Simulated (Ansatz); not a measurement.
# SrAsPt: further runs on the relaxed cell

One table from this session's results is given with a row withheld; the runs are named, their logs left out.

Method: DFT r2SCAN, scalar-relativistic, plane waves, PAW, in Ansatz 0.2.0.

1 further run of the same task is left out (set aside as unsound or not needed).

### The starting structure

Symmetry: P6_3/mmc, No. 194, hexagonal system. Conventional cell: a = 4.261 Å, b = 4.261 Å, c = 9.033 Å, α = 90.00°, β = 90.00°, γ = 120.00°. Sr (site symmetry -3m) has 6 As at 3.34 Å and 6 Pt at 3.34 Å as nearest neighbours. Around As (site symmetry -6m2) lie 3 Pt at 2.46 Å and 6 Sr at 3.34 Å. Pt (site symmetry -6m2) has 3 As at 2.46 Å as nearest neighbours.

Structure file:

```cif
data_structure
_symmetry_space_group_name_H-M 'P 1'
_symmetry_Int_Tables_number 1
_cell_length_a 4.2610
_cell_length_b 4.2610
_cell_length_c 9.0329
_cell_angle_alpha 90.000
_cell_angle_beta 90.000
_cell_angle_gamma 120.000
_cell_volume 142.03
loop_
_atom_site_label
_atom_site_type_symbol
_atom_site_fract_x
_atom_site_fract_y
_atom_site_fract_z
_atom_site_occupancy
Sr1 Sr 0.00000 0.00000 0.50000 1
Sr2 Sr 0.00000 0.00000 0.00000 1
As1 As 0.33333 0.66667 0.75000 1
As2 As 0.66667 0.33333 0.25000 1
Pt1 Pt 0.33333 0.66667 0.25000 1
Pt2 Pt 0.66667 0.33333 0.75000 1
```

It goes back to an entry of the Materials Project, which need not be the stable form.

It is the result of an earlier relaxation at this level (volume 23.67 Å³/atom; gap on the mesh: none (metal)).

The first run:

input.yaml reads:

```yaml
crystal:
  lattice:
    - [4.2180059447, 0.0, 0.0]
    - [-2.1090029723, 3.6529003015, 0.0]
    - [0.0, 0.0, 8.9416179073]
  atoms:
    - { symbol: Sr, position: [0.0, 0.0, 0.5] }
    - { symbol: Sr, position: [0.0, 0.0, 0.0] }
    - { symbol: As, position: [0.3333333333, 0.6666666667, 0.75] }
    - { symbol: As, position: [0.6666666667, 0.3333333333, 0.25] }
    - { symbol: Pt, position: [0.3333333333, 0.6666666667, 0.25] }
    - { symbol: Pt, position: [0.6666666667, 0.3333333333, 0.75] }
basis:
  ecutwfc: 500
kpoints:
  mp_grid: { grid: [12, 12, 4] }
hamiltonian:
  xc: r2scan
scf:
  occupations: { method: gaussian, width: 0.1 }
output:
  forces: true
  stress: true
  eigenvalues: true
relax:
  adjacent_minimum: "off"
  f_tol: 0.01
  max_steps: 30
  cell: { stress_tol: 0.1, fix: [volume] }
```

On the command line:

```console
$ ansatz run input.yaml --threads 2 --pin off --max-ram 5120MiB --backend cpu --events-out ev --progress --plain --runs-dir out
```

Steps of the session up to this table: The cell scaled to 0.97 of its volume; Volume × 1.03; Point at V/V0 = 0.94; Volume × 1.06; The cell scaled to 0.91 of its volume; Volume × 1.10; The cell scaled to 0.88 of its volume.

One of the session's tables, all rows but one given; the rest of the session is left out.

It belongs to the step «Energy against volume». 

| volume (Å³/atom) | energy above the lowest point (meV/atom) | pressure (GPa) |
| --- | --- | --- |
| 20.832 | 98.0 | 12.23 |
| 21.542 | ? | ? |
| 22.252 | 22.0 | 5.20 |
| 22.962 | 5.2 | 2.39 |
| 23.672 | 0.0 | -0.01 |
| 24.382 | 4.8 | -2.06 |
| 25.093 | 18.2 | -3.86 |
| 26.039 | 47.2 | -5.85 |

Estimate the missing values for volume (Å³/atom) = 21.542.

Worked estimate for «energy above the lowest point (meV/atom)». A straight line through the neighbours (20.832, 98.0) and (22.252, 22.0) gives 98.0 + (22.0 − 98.0) × (21.542 − 20.832) / (22.252 − 20.832) = 60.0; a parabola fitted to 3 rows on both sides gives 52.9.

As computed: energy above the lowest point (meV/atom): 52.2; pressure (GPa): 8.46. In «energy above the lowest point (meV/atom)» the line misses by +7.8 and the parabola by +0.7.
